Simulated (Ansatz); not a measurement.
TiB₄Mo, space group P6/mmm, a charge-density difference against the sublattices

Program: the Python package of Ansatz (0.2.0).

The script, `tib4mo.py`:
```python
# -*- coding: utf-8 -*-
"""Density of TiB4Mo less that of its sublattices."""

import ansatz as az
import numpy as np

FILLING = "Fermi-Dirac"
ECUT = 460
KGRID = (9, 9, 4)

VECTORS = np.array([
    [3.053144, 0.0, 0.0],
    [-1.526572, 2.6441, 0.0],
    [0.0, 0.0, 6.450592],
])
SITES = [
    ("Ti", (0.0, 0.0, 0.5)),
    ("B", (1 / 3, 2 / 3, 0.743802)),
    ("B", (1 / 3, 2 / 3, 0.256198)),
    ("B", (2 / 3, 1 / 3, 0.743802)),
    ("B", (2 / 3, 1 / 3, 0.256198)),
    ("Mo", (0.0, 0.0, 0.0)),
]


def crystal_on(cell):
    crystal = az.Crystal(lattice=az.Lattice.of(cell))
    for symbol, position in SITES:
        crystal = crystal.atom(symbol, position)
    return crystal

# one cutoff and one grid for all runs, so that the fields can be subtracted
def solve(crystal):
    return (
        crystal.calculation()
        .occupations(FILLING, width=100 * az.meV)
        .functional(az.Functional.LDA)
        .basis(ECUT, grid_basis="typed")
        .kpoints(*KGRID)
        .density()
        .run(threads=1)
    )


whole = solve(crystal_on(VECTORS))
difference = whole.density().channels[0].density_e_per_ang3.copy()
binding = whole.report["free_energy_ev"]
for element in ["Ti", "B", "Mo"]:
    part = az.Crystal(lattice=az.Lattice.of(VECTORS))
    for symbol, position in SITES:
        if symbol == element:
            part = part.atom(symbol, position)
    alone = solve(part)
    difference -= alone.density().channels[0].density_e_per_ang3
    binding -= alone.report["free_energy_ev"]
    print(f"{element} sublattice: {alone.report['n_electrons']:g} electrons, {alone.report['n_iterations']} iterations")

voxel = abs(np.linalg.det(VECTORS)) / difference.size
print(f"energy of the crystal less its unpolarised sublattices: {binding / len(SITES):.4f} eV/atom")
print(f"net charge of the difference {difference.sum() * voxel:.5f} e, charge moved {0.5 * np.abs(difference).sum() * voxel:.3f} e")
print(f"extremes {difference.min():.4f} and {difference.max():.4f} e/A^3")
for (symbol, position) in SITES:
    index = tuple(int(round(p * n)) % n for p, n in zip(position, difference.shape))
    print(f"  change of the pseudo-density at the grid point nearest {symbol}: {difference[index]:+.4f} e/A^3")
```

Output of `python tib4mo.py`:
```text
Ti sublattice: 12 electrons, 8 iterations
B sublattice: 12 electrons, 6 iterations
Mo sublattice: 14 electrons, 7 iterations
energy of the crystal less its unpolarised sublattices: -2.8838 eV/atom
net charge of the difference -0.00000 e, charge moved 0.872 e
extremes -0.1384 and 0.2045 e/A^3
  change of the pseudo-density at the grid point nearest Ti: -0.1129 e/A^3
  change of the pseudo-density at the grid point nearest B: -0.0785 e/A^3
  change of the pseudo-density at the grid point nearest B: -0.0785 e/A^3
  change of the pseudo-density at the grid point nearest B: -0.0785 e/A^3
  change of the pseudo-density at the grid point nearest B: -0.0785 e/A^3
  change of the pseudo-density at the grid point nearest Mo: -0.0718 e/A^3
```

The run is spin-unpolarised. For a metal this k-point mesh is coarse: on a finer one energies can move by several to tens of meV an atom and pressures by half a GPa or more, differences at one mesh by less. Densities and potentials on the grid are those of the valence electrons, and inside the cores they hang on the potentials used. The structure comes from a database of computed cells and needn't be a stable or known phase. Charge moved counts every rearrangement, bonding and polarisation too, and is no transfer between atoms; the bare sublattices are artificial references. Values near the nuclei depend on the potentials. It ran for 6.2 s on 1 thread of Arm Neoverse V1, on a shared host, peak memory 0.41 GiB.
